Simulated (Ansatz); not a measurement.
**C₂H₇B₂N: up Jacob's ladder to CCSD(T)**

Aim: compute C₂H₇B₂N with functionals from several rungs and with coupled cluster. The yardstick is the atomisation energy at the CCSD(T) limit.

Method: functionals in def2-TZVPP, the program's frozen cores in correlated methods; program: Ansatz 0.2.0, Gaussian basis.

The runs, in order: LDA (SPW92), PBE-D4, revPBE-D4, BLYP-D4, r2SCAN-D4, B97M-V, PBE0-D4, B3LYP-D4, r2SCANh-D4, r2SCAN0-D4, HSE06-D4, BHLYP-D4, CAM-B3LYP-D4, LC-ωPBE, ωB97X-V, ωB97M-V, B2PLYP, PBE-QIDH; CCSD(T)/def2-SVP; CCSD(T)/def2-TZVPP; MP2/def2-QZVPP; extrapolation to the limit; RPA on PBE.

## 1. The geometry

The geometry comes from an earlier relaxation with PBE0-D4 in a triple-zeta def2 set; it is a stationary point, not always the lowest conformer.

SMILES `BC1BNC1`, 12 atoms, charge 0, spin multiplicity 1.

Atoms are counted from 1 here; the program's logs count them from 0.

Bond lengths: B1–C2 1.514 Å, B1–H6 1.202 Å, B1–H7 1.198 Å, C2–B3 1.641 Å, C2–C5 1.544 Å, C2–H8 1.092 Å, B3–N4 1.385 Å, B3–H9 1.191 Å, N4–C5 1.456 Å, N4–H10 1.006 Å, C5–H11 1.094 Å, C5–H12 1.094 Å. Angles: C2–B1–H6 120.3°, C2–B1–H7 120.7°, H6–B1–H7 118.8°, B1–C2–B3 101.5°, B1–C2–C5 120.8°, B1–C2–H8 117.4°, B3–C2–C5 82.1°, B3–C2–H8 110.8°, C5–C2–H8 115.8°, C2–B3–N4 90.8°, C2–B3–H9 137.5°, N4–B3–H9 131.8°, B3–N4–C5 94.9°, B3–N4–H10 137.9°, C5–N4–H10 127.2°, C2–C5–N4 92.2°, C2–C5–H11 113.2°, C2–C5–H12 114.6° and more.

## 2. LDA

This LDA is Slater exchange with PW92 correlation.

in.yaml reads:

```yaml
crystal:
  periodic: [false, false, false]
  atoms:
    - {symbol: B, position_ang: [-1.229013, -0.903374, 0.807210]}
    - {symbol: C, position_ang: [-0.692149, 0.302039, 0.065126]}
    - {symbol: B, position_ang: [0.758104, 0.520744, 0.800767]}
    - {symbol: N, position_ang: [1.419021, 0.319196, -0.400083]}
    - {symbol: C, position_ang: [0.204556, 0.128878, -1.179774]}
    - {symbol: H, position_ang: [-0.815831, -2.003668, 0.556770]}
    - {symbol: H, position_ang: [-1.995142, -0.768505, 1.718785]}
    - {symbol: H, position_ang: [-1.286240, 1.217433, 0.098540]}
    - {symbol: H, position_ang: [1.158838, 0.765254, 1.895737]}
    - {symbol: H, position_ang: [2.366173, 0.314245, -0.739438]}
    - {symbol: H, position_ang: [0.050490, 0.906920, -1.933609]}
    - {symbol: H, position_ang: [0.138093, -0.854264, -1.655932]}
basis:
  gaussian: {orbitals: def2-TZVPP}
hamiltonian: {xc: lda}
output: {orbitals: {seedname: orbitals}}
```

Further steps of the session: PBE-D4 (GGA); revPBE-D4 (GGA); BLYP-D4 (GGA); r2SCAN-D4 (meta-GGA); B97M-V (meta-GGA); PBE0-D4 (hybrid); B3LYP-D4 (hybrid); r2SCANh-D4 (hybrid); r2SCAN0-D4 (hybrid); HSE06-D4 (hybrid); BHLYP-D4 (hybrid); CAM-B3LYP-D4 (range-separated); LC-ωPBE (range-separated); ωB97X-V (range-separated); ωB97M-V (range-separated); B2PLYP (double hybrid); PBE-QIDH (double hybrid); CCSD(T) in def2-SVP; CCSD(T) in def2-TZVPP; MP2 in def2-QZVPP; RPA on PBE orbitals.

Q: Predict the results of all the runs planned. Wanted: atomisation energy, CCSD(T)/CBS; farthest beyond LDA; mean size of error, GGA; mean size of error, meta-GGA; mean size of error, hybrid; mean size of error, range-separated; mean size of error, double hybrid; gap, smallest and largest; T1 diagnostic.

The runs gave:

```
                               quantity                                      value
        atomisation energy, CCSD(T)/CBS                              4661.4 kJ/mol
 functionals within 23.3 kJ/mol (0.5 %)                         r2SCAN0-D4, B2PLYP
                    farthest beyond LDA                     PBE-D4 (+146.1 kJ/mol)
                mean size of error, GGA                                70.0 kJ/mol
           mean size of error, meta-GGA                                48.4 kJ/mol
             mean size of error, hybrid                                51.0 kJ/mol
    mean size of error, range-separated                                53.9 kJ/mol
      mean size of error, double hybrid                                18.1 kJ/mol
              gap, smallest and largest  4.72 eV (LDA (SPW92)), 12.04 eV (LC-ωPBE)
                          T1 diagnostic                                     0.0137
triples share of the correlation energy                                      4.1 %
```

**Reading.** The LDA atomisation energy is off by 697.7 kJ/mol (15 %): it overbinds. PBE-D4 misses by +146.1 kJ/mol. Double hybrids carry the basis error of their MP2 part in triple zeta, and no dispersion term here, so their miss is partly the set-up's. Taken by rung, double hybrid functionals do best (18.1 kJ/mol on average) and GGA ones worst beyond LDA (70.0 kJ/mol). Misses under about 23.3 kJ/mol are within the doubt on the reference itself, which lacks core-valence correlation, relativity and higher excitations. Hartree-Fock recovers 75 % of the binding; the rest is correlation. CCSD(T) in def2-SVP is off by -181.8 kJ/mol, worse than the median functional, from the basis alone. Orbital gaps span 4.7 to 12.0 eV; exact exchange widens them.
